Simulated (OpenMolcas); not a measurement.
# GaNH2F2 (SMILES [NH2][Ga]([F])[F]): an attempt with OpenMolcas

Aim: a single-point energy of GaNH2F2.

The results are computed with OpenMolcas 26.06.

### Step 1. Starting point

GaNH2F2 has 6 atoms, charge 0, and is taken as a singlet. As SMILES, `[NH2][Ga]([F])[F]`. Geometry: relaxed at PBE0-D4/def2-TZVP.

Bond lengths: N1–Ga2 1.790 Å, Ga2–F3 1.739 Å, Ga2–F4 1.739 Å, N1–H5 1.006 Å, N1–H6 1.006 Å. Angles: N1–Ga2–F3 122.4°, N1–Ga2–F4 122.4°, F3–Ga2–F4 115.1°, Ga2–N1–H5 121.0°, Ga2–N1–H6 121.0°, H5–N1–H6 112.8°.

### Step 2. The run

input.xyz reads:

```xyz
6

N     -0.297500     0.963700    -0.172700
Ga     0.284200    -0.715300     0.042000
F      1.685000    -1.101600     0.997700
F     -0.455300    -2.067700    -0.763400
H      0.025100     1.704800     0.425700
H     -1.199500     1.152100    -0.575400
```

step18.input reads:

```
* F2GaH2N CASPT2
&GATEWAY
Coord=input.xyz
Basis=ANO-S-VDZ
Group=NoSym
&SEWARD
&RASSCF
FileOrb=$CurrDir/step2.RasOrb
Spin=1
Nactel=1 0 0
Inactive=28
Ras2=2
OrbListing=Nothing
OrbAppear=Compact
&CASPT2
```

The run is started by

```
export MOLCAS_MEM=1860
pymolcas step18.input > step18.log
```

Log:

```text
--- Start Module: gateway ---

                                              &GATEWAY

                       available to each process: 1.9 GB of memory, 1 thread

++    Symmetry information:
      ---------------------

                    Character Table for C1

                             E
                    a        1  x, y, xy, Rz, z, xz, Ry, yz, Rx, I
--

++    Basis set information:
      ----------------------

      Basis set label: N.ANO-S...3S2P.

      Electronic valence basis set:
      ------------------
      Associated Effective Charge   7.000000 au
      Associated Actual Charge      7.000000 au
      Nuclear Model: Point charge

      Shell  nPrim  nBasis  Cartesian Spherical Contaminant
         s      10       3        X
         p       6       2        X

      Basis set label: GA.ANO-S...5S4P1D.

      Electronic valence basis set:
      ------------------
      Associated Effective Charge  31.000000 au
      Associated Actual Charge     31.000000 au
      Nuclear Model: Point charge

      Shell  nPrim  nBasis  Cartesian Spherical Contaminant
         s      17       5        X
         p      15       4        X
         d       9       1                 X

      Basis set label: F.ANO-S...3S2P.

[... 76 lines left out ...]
                       available to each process: 1.9 GB of memory, 1 thread

               SEWARD will generate:
                  Multipole Moment integrals up to order  2
                  Kinetic Energy integrals
                  Nuclear Attraction integrals (point charge)
                  One-Electron Hamiltonian integrals
                  Velocity integrals
                  Orbital angular momentum around (  0.5780  -1.4317   0.0734 )
                  Velocity quadrupole around (  0.5780  -1.4317   0.0734 )
                  Two-Electron Repulsion integrals

                   Integrals are discarded if absolute value <: 1.00E-14
                   Integral cutoff threshold is set to       <: 1.00E-16

            Nuclear Potential Energy            296.37104621 au

      Basis set specifications :
      Symmetry species         a
      Basis functions           53

--- Stop Module: seward /rc=_RC_ALL_IS_WELL_ ---
--- Module seward spent 4 seconds ---

--- Start Module: rasscf ---

                                              &RASSCF

                       available to each process: 1.9 GB of memory, 1 thread

 ******************** ERROR *********************
 ###############################################################################
 ###    ERROR: No such wave function.                                        ###
 ###############################################################################
 The following combined specifications are wrong.
 Nr of active electrons NACTEL=   1
 Nr of active orbitals     NAC=   2
 Spin degeneracy         ISPIN=   1
 There can be no such wave function.
 ************************************************
--- Stop Module: rasscf /rc=_RC_INPUT_ERROR_ ---

.####################.
.# User input error #.
.####################.

    Timing: Wall=4.58 User=3.77 System=0.59
```

Run time: 5.1 s. Hardware: 1 thread of Arm Neoverse N1, shared host; peak memory 0.39 GiB.

### Step 3. What went wrong

The program broke off before the end.

The log says `ERROR: No such wave function.`. What is wrong: wrong electron count.
